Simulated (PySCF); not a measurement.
# Kr⁺: dipole response in aug-cc-pVQZ-PP with ECP10

How polarisable is Kr⁺ at the levels listed below?

The numbers are computed with PySCF 2.14.0 (unrestricted determinants in a Gaussian basis, no spin-orbit coupling in the energies), except any that are marked as measured or tabulated.

### Step 1. The atom as given

| Quantity | Value |
| --- | --- |
| Element | krypton (Z = 36) |
| Basis | aug-cc-pVQZ-PP with ECP10MDF (7s6p5d3f2g, 89 functions) |
| Hamiltonian | scalar relativity through the core potential |
| State 1 | Kr⁺: [Ar] 3d10 4s2 4p5, 2P determinant |
| Methods | UHF, PBE, PBE0, TPSSh |

Outer shells as boxes (Hund's rule):

Kr+ [Ar] 3d10 4s2 4p5
```
[Ar] core
3d [↑↓][↑↓][↑↓][↑↓][↑↓]
4s [↑↓]
4p [↑↓][↑↓][↑ ]
```

One driver process ran all states and methods and kept the integrals in memory. Each run is shown as a PySCF script that sums up its settings (the driver passes frozen orbitals as a list and adds second-order terms of double hybrids); the logs are those of the runs themselves. The driver starts from symmetry-adapted Hartree-Fock orbitals, holds the occupation by maximum overlap and uses a logarithmic radial grid for functionals, so a plain start would take other cycles.

The integrals over 89 functions and the set-up took 3.8 s of CPU time.

### Step 2. Kr⁺

#### UHF

File input.py:

```python
from pyscf import gto, scf, dft, mp, cc
import basis_set_exchange as bse
txt = bse.get_basis("aug-cc-pVQZ-PP", elements=["Kr"], fmt="nwchem", header=False)
cut = txt.index("\nECP")
mol = gto.M(atom="Kr 0 0 0", charge=1, spin=1, symmetry="D2h",
            basis=gto.basis.parse(txt[:cut]),
            ecp={"Kr": gto.basis.parse_ecp(txt[cut:])})
mf = scf.UHF(mol)
mf.irrep_nelec = {'Ag': (4, 4), 'B1g': (1, 1), 'B2g': (1, 1), 'B3g': (1, 1), 'B1u': (2, 2), 'B2u': (2, 2), 'B3u': (2, 1)}
mf.kernel()
```

Log:

```text
damping factor = 0
level_shift factor = 0
DIIS = <class 'pyscf.scf.diis.CDIIS'>
diis_start_cycle = 1
diis_space = 10
diis_damp = 0
SCF conv_tol = 1e-09
SCF conv_tol_grad = None
number electrons alpha = 13  beta = 12
cycle= 1 E= -461.720197210625  delta_E= -0.00596  |g|= 0.0319  |ddm|= 0.0695
cycle= 2 E= -461.72083906852  delta_E= -0.000642  |g|= 0.0114  |ddm|= 0.0225
cycle= 3 E= -461.720935645464  delta_E= -9.66e-05  |g|= 0.000667  |ddm|= 0.0131
cycle= 4 E= -461.720936012312  delta_E= -3.67e-07  |g|= 0.000204  |ddm|= 0.0016
cycle= 5 E= -461.720936031256  delta_E= -1.89e-08  |g|= 5.78e-05  |ddm|= 0.000506
cycle= 6 E= -461.720936034453  delta_E= -3.2e-09  |g|= 1.03e-05  |ddm|= 0.000255
cycle= 7 E= -461.720936034561  delta_E= -1.08e-10  |g|= 1.14e-06  |ddm|= 5.1e-05
converged SCF energy = -461.720936034561  <S^2> = 0.75808937  2S+1 = 2.0080731
```

It used 15 s of CPU time after the integrals (shared host).

Orbital energies by shell (radii are means over both spins):

```csv
shell,electrons,mean orbital energy (eV),spread (eV),rms radius (bohr)
3s α,1,-306.21,0,0.567
3s β,1,-305.88,0,0.567
3p α,3,-243.02,0.823,0.583
3p β,3,-242.65,0.070,0.583
3d α,5,-114.20,0.755,0.605
3d β,5,-113.97,0.332,0.605
4s α,1,-44.410,0,1.66
4s β,1,-41.122,0,1.66
4p α,3,-25.554,2.131,1.97
4p β,2,-24.216,0,1.97
```

⟨S²⟩ = 0.758, ⟨L²⟩ = 2.03.

The driver then solved the coupled dipole response at imaginary frequencies: mean α = 10.55 bohr³ (xx, yy, zz: 10.24, 10.71, 10.71), C₆ = 64.36 au for a like pair.

Energies and moments cover only the electrons outside the core potential.

#### PBE

Changes to input.py:

```diff
@@ -7,3 +7,3 @@
             ecp={"Kr": gto.basis.parse_ecp(txt[cut:])})
-mf = scf.UHF(mol)
+mf = dft.UKS(mol, xc="PBE")
 mf.irrep_nelec = {'Ag': (4, 4), 'B1g': (1, 1), 'B2g': (1, 1), 'B3g': (1, 1), 'B1u': (2, 2), 'B2u': (2, 2), 'B3u': (2, 1)}
```

Log:

```text
damping factor = 0
level_shift factor = 0
DIIS = <class 'pyscf.scf.diis.CDIIS'>
diis_start_cycle = 1
diis_space = 10
diis_damp = 0
SCF conv_tol = 1e-09
SCF conv_tol_grad = None
number electrons alpha = 13  beta = 12
XC functionals = PBE
    J. P. Perdew, K. Burke, and M. Ernzerhof.,  Phys. Rev. Lett. 77, 3865 (1996)
    J. P. Perdew, K. Burke, and M. Ernzerhof.,  Phys. Rev. Lett. 78, 1396 (1997)
    J. P. Perdew, K. Burke, and M. Ernzerhof.,  Phys. Rev. Lett. 77, 3865 (1996)
    J. P. Perdew, K. Burke, and M. Ernzerhof.,  Phys. Rev. Lett. 78, 1396 (1997)
cycle= 1 E= -463.05352058168  delta_E= -0.0126  |g|= 0.0765  |ddm|= 0.812
cycle= 2 E= -463.053868897095  delta_E= -0.000348  |g|= 0.0519  |ddm|= 0.162
cycle= 3 E= -463.054135647449  delta_E= -0.000267  |g|= 0.0038  |ddm|= 0.0866
cycle= 4 E= -463.054139618458  delta_E= -3.97e-06  |g|= 0.000395  |ddm|= 0.0123
cycle= 5 E= -463.054139679683  delta_E= -6.12e-08  |g|= 5.6e-05  |ddm|= 0.00141
cycle= 6 E= -463.054139681021  delta_E= -1.34e-09  |g|= 5.57e-07  |ddm|= 0.000146
cycle= 7 E= -463.05413968102  delta_E= 5.68e-13  |g|= 3.13e-08  |ddm|= 1.54e-06
converged SCF energy = -463.05413968102  <S^2> = 0.75216907  2S+1 = 2.0021679
```

It used 11 s of CPU time after the integrals (shared host).

The driver then solved the coupled dipole response at imaginary frequencies: mean α = 11.10 bohr³ (xx, yy, zz: 10.61, 11.35, 11.35), C₆ = 68.43 au for a like pair.

#### PBE0

Changes to input.py:

```diff
@@ -7,3 +7,3 @@
             ecp={"Kr": gto.basis.parse_ecp(txt[cut:])})
-mf = dft.UKS(mol, xc="PBE")
+mf = dft.UKS(mol, xc="PBE0")
 mf.irrep_nelec = {'Ag': (4, 4), 'B1g': (1, 1), 'B2g': (1, 1), 'B3g': (1, 1), 'B1u': (2, 2), 'B2u': (2, 2), 'B3u': (2, 1)}
```

Log:

```text
damping factor = 0
level_shift factor = 0
DIIS = <class 'pyscf.scf.diis.CDIIS'>
diis_start_cycle = 1
diis_space = 10
diis_damp = 0
SCF conv_tol = 1e-09
SCF conv_tol_grad = None
number electrons alpha = 13  beta = 12
XC functionals = PBE0
    C. Adamo and V. Barone.,  J. Chem. Phys. 110, 6158 (1999)
    M. Ernzerhof and G. E. Scuseria.,  J. Chem. Phys. 110, 5029 (1999)
cycle= 1 E= -463.031898759528  delta_E= -0.00871  |g|= 0.0438  |ddm|= 0.556
cycle= 2 E= -463.032105067512  delta_E= -0.000206  |g|= 0.0245  |ddm|= 0.0843
cycle= 3 E= -463.032165452926  delta_E= -6.04e-05  |g|= 0.00225  |ddm|= 0.0414
cycle= 4 E= -463.032167004315  delta_E= -1.55e-06  |g|= 0.000542  |ddm|= 0.00675
cycle= 5 E= -463.03216709889  delta_E= -9.46e-08  |g|= 3.07e-05  |ddm|= 0.0017
cycle= 6 E= -463.032167099208  delta_E= -3.19e-10  |g|= 2.14e-06  |ddm|= 8.13e-05
converged SCF energy = -463.032167099208  <S^2> = 0.75308413  2S+1 = 2.0030818
```

CPU time 23 s on a shared host, the integrals not counted.

The driver then solved the coupled dipole response at imaginary frequencies: mean α = 10.85 bohr³ (xx, yy, zz: 10.43, 11.07, 11.07), C₆ = 66.55 au for a like pair.

#### TPSSh

Changes to input.py:

```diff
@@ -7,3 +7,3 @@
             ecp={"Kr": gto.basis.parse_ecp(txt[cut:])})
-mf = dft.UKS(mol, xc="PBE0")
+mf = dft.UKS(mol, xc="TPSSH")
 mf.irrep_nelec = {'Ag': (4, 4), 'B1g': (1, 1), 'B2g': (1, 1), 'B3g': (1, 1), 'B1u': (2, 2), 'B2u': (2, 2), 'B3u': (2, 1)}
```

Log:

```text
damping factor = 0
level_shift factor = 0
DIIS = <class 'pyscf.scf.diis.CDIIS'>
diis_start_cycle = 1
diis_space = 10
diis_damp = 0
SCF conv_tol = 1e-09
SCF conv_tol_grad = None
number electrons alpha = 13  beta = 12
XC functionals = TPSSH
    V. N. Staroverov, G. E. Scuseria, J. Tao, and J. P. Perdew.,  J. Chem. Phys. 119, 12129 (2003)
cycle= 1 E= -462.974397434198  delta_E= -0.0104  |g|= 0.0624  |ddm|= 0.641
cycle= 2 E= -462.974668332983  delta_E= -0.000271  |g|= 0.0399  |ddm|= 0.131
cycle= 3 E= -462.974828827198  delta_E= -0.00016  |g|= 0.00261  |ddm|= 0.0664
cycle= 4 E= -462.97483067527  delta_E= -1.85e-06  |g|= 0.000507  |ddm|= 0.00895
cycle= 5 E= -462.974830764657  delta_E= -8.94e-08  |g|= 3.47e-05  |ddm|= 0.00171
cycle= 6 E= -462.974830765076  delta_E= -4.19e-10  |g|= 1.35e-06  |ddm|= 8.97e-05
converged SCF energy = -462.974830765076  <S^2> = 0.75296302  2S+1 = 2.0029608
```

CPU time 36 s on a shared host, the integrals not counted.

The driver then solved the coupled dipole response at imaginary frequencies: mean α = 10.88 bohr³ (xx, yy, zz: 10.44, 11.10, 11.10), C₆ = 67.12 au for a like pair.

Radial density 4πr²ρ of Kr⁺ at UHF, the electrons outside the core potential:

```csv
r (bohr),density,spin density
0.000578,6.39e-05,0.000
0.000973,0.000179,0.000
0.00164,0.000497,0.000
0.00275,0.00134,0.000
0.00463,0.00341,0.000
0.00778,0.00825,0.000
0.0131,0.0180,0.000
0.0220,0.0338,0.000
0.0370,0.0571,0.000
0.0623,0.162,0.000
0.105,1.11,0.001
0.176,6.76,0.009
0.297,25.1,0.090
0.499,34.9,0.080
0.839,10.8,0.101
1.41,5.40,0.693
2.37,2.01,0.312
3.99,0.103,0.013
6.72,0.000314,0.000
```

### Step 3. The response side by side

Kr⁺, in atomic units:

```csv
method,mean α,C₆ (like pair),S(−4)
UHF,10.55,64.36,19.96
PBE,11.10,68.43,23.28
PBE0,10.85,66.55,21.74
TPSSh,10.88,67.12,21.67
```

α(iu) at TPSSh:

```csv
u (hartree),α(iu) (bohr³)
0,10.88
0.0500,10.82
0.100,10.66
0.200,10.08
0.300,9.263
0.500,7.414
0.750,5.423
1.00,3.997
1.50,2.345
2.00,1.524
3.00,0.7977
5.00,0.3450
```

### Step 4. What came out

| quantity | value |
| --- | --- |
| α of Kr⁺ | 10.55 (UHF) to 11.10 (PBE) bohr³ |

What this shows: A single London oscillator with the computed α and C₆ of Kr⁺ at UHF would have ω = 4 C₆ / (3 α²) = 0.770 hartree. All values hold for this basis alone; no basis-set limit was taken.
